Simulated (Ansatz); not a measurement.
# H7NOSi3: the cost of one run

The runs use Ansatz 0.2.0, Gaussian basis; RKS PBE0-D4/def2-TZVP.

The runs, in order: relaxation at PBE-D4/def2-SVP; relaxation at PBE0-D4/def2-TZVP.

1 further run of the same task is left out (set aside as unsound or not needed).

**1. The starting structure**

SMILES `N[SiH]1O[SiH]1[SiH3]`, 12 atoms, charge 0, spin multiplicity 1.

Atoms are counted from 1 here; the program's logs count them from 0.

Bond lengths: N1–Si2 1.727 Å, N1–H6 0.949 Å, N1–H7 0.996 Å, Si2–O3 1.545 Å, Si2–Si4 2.875 Å, Si2–H8 1.445 Å, O3–Si4 1.550 Å, Si4–Si5 2.424 Å, Si4–H9 1.549 Å, Si5–H10 1.455 Å, Si5–H11 1.478 Å, Si5–H12 1.477 Å. Angles: Si2–N1–H6 108.7°, Si2–N1–H7 106.3°, H6–N1–H7 109.6°, N1–Si2–O3 100.2°, N1–Si2–Si4 102.8°, N1–Si2–H8 108.0°, O3–Si2–Si4 21.7°, O3–Si2–H8 114.4°, Si4–Si2–H8 93.4°, Si2–O3–Si4 136.6°, Si2–Si4–O3 21.7°, Si2–Si4–Si5 92.4°, Si2–Si4–H9 94.8°, O3–Si4–Si5 106.8°, O3–Si4–H9 105.2°, Si5–Si4–H9 106.8°, Si4–Si5–H10 107.5°, Si4–Si5–H11 107.1° and more.

Coordinates:

```
N    -0.3676    0.5690    2.7036
Si    0.0750    1.2583    1.1832
O     1.0910    0.2043    0.6900
Si    1.0775   -1.0073   -0.2764
Si    0.0856   -0.2387   -2.3505
H     0.4141    0.2315    3.1235
H    -0.9875   -0.1833    2.4993
H    -1.1184    1.3602    0.3751
H     0.0813   -2.0159    0.3487
H     0.2586   -1.2953   -3.3353
H     0.8134    0.9824   -2.7549
H    -1.3461    0.0796   -2.1723
```

The start is a force-field geometry with small random shifts, so a cheaper pass at PBE-D4/def2-SVP comes first.

**2. Geometry optimisation, PBE-D4/def2-SVP (cheap first pass)**

Contents of in.yaml:

```yaml
crystal:
  periodic: [false, false, false]
  atoms:
    - {symbol: N, position_ang: [-0.367600, 0.569000, 2.703600]}
    - {symbol: Si, position_ang: [0.075000, 1.258300, 1.183200]}
    - {symbol: O, position_ang: [1.091000, 0.204300, 0.690000]}
    - {symbol: Si, position_ang: [1.077500, -1.007300, -0.276400]}
    - {symbol: Si, position_ang: [0.085600, -0.238700, -2.350500]}
    - {symbol: H, position_ang: [0.414100, 0.231500, 3.123500]}
    - {symbol: H, position_ang: [-0.987500, -0.183300, 2.499300]}
    - {symbol: H, position_ang: [-1.118400, 1.360200, 0.375100]}
    - {symbol: H, position_ang: [0.081300, -2.015900, 0.348700]}
    - {symbol: H, position_ang: [0.258600, -1.295300, -3.335300]}
    - {symbol: H, position_ang: [0.813400, 0.982400, -2.754900]}
    - {symbol: H, position_ang: [-1.346100, 0.079600, -2.172300]}
basis:
  gaussian: {orbitals: def2-SVP}
hamiltonian: {xc: pbe, dispersion: d4}
relax: {f_tol: 0.03, max_steps: 200}
```

Started as:

```
ansatz run in.yaml --threads 4 --pin off --events-out ev --progress --plain --max-ram 10444MiB
```

**Question.** How long does this run take on 4 threads of Arm Neoverse V1, shared host, and how much memory does it need?

About 49 s, with a peak of 0.25 GiB.
